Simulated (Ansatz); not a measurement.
# TiF+ (triplet): from Hartree-Fock to the top rungs, def2-TZVPP

An exercise on one series of results from a longer session: the logs are not shown, and one member is left open.

Computed with Ansatz 0.2.0, Gaussian basis. Level: def2-TZVPP, core rule «outside noble gas», up to 10 orbitals frozen.

To be run: UHF; ROHF; CCSD(T) on UHF.

2 further runs of the same task are left out: 2 set aside as unsound or not needed.

### The geometry

The geometry is a PBE0/def2-TZVP stationary point (not a proven minimum).

2 atoms, charge 1, spin multiplicity 3.

Atoms are counted from 1 here; the program's logs count them from 0.

Bond lengths: Ti1–F2 1.739 Å.

Set-up of the first run:

File in.yaml:

```yaml
crystal:
  periodic: [false, false, false]
  atoms:
    - {symbol: Ti, position_ang: [0.000000, 0.000000, 0.000000]}
    - {symbol: F, position_ang: [0.000000, 0.000000, 1.738600]}
basis:
  gaussian: {orbitals: def2-TZVPP}
total_charge: 1
magnetization: {spin_polarized: true, initial_magnetization: 2}
hamiltonian: {xc: hf}
output: {orbitals: {seedname: orbitals}}
```

Run with:

```
$ ansatz run in.yaml --threads 1 --pin off --events-out ev --progress --plain --max-ram 4096MiB --backend cpu
```

Among the steps run: UHF; ROHF; CCSD(T) on UHF.

One of the session's tables, all rows but one given; the rest of the session is left out.

| method | from UCCSD(T) (meV) |
| --- | --- |
| ROHF | +8453.7 |
| UHF | +8331.5 |
| UMP2 | +301.8 |
| UCCSD | ? |
| UCCSD(T) | 0 |

**Question.** Estimate the row for UCCSD.

As computed: from UCCSD(T) (meV): +286.8. In the column «from UCCSD(T) (meV)» it lies between UCCSD(T) (0) and UMP2 (+301.8).
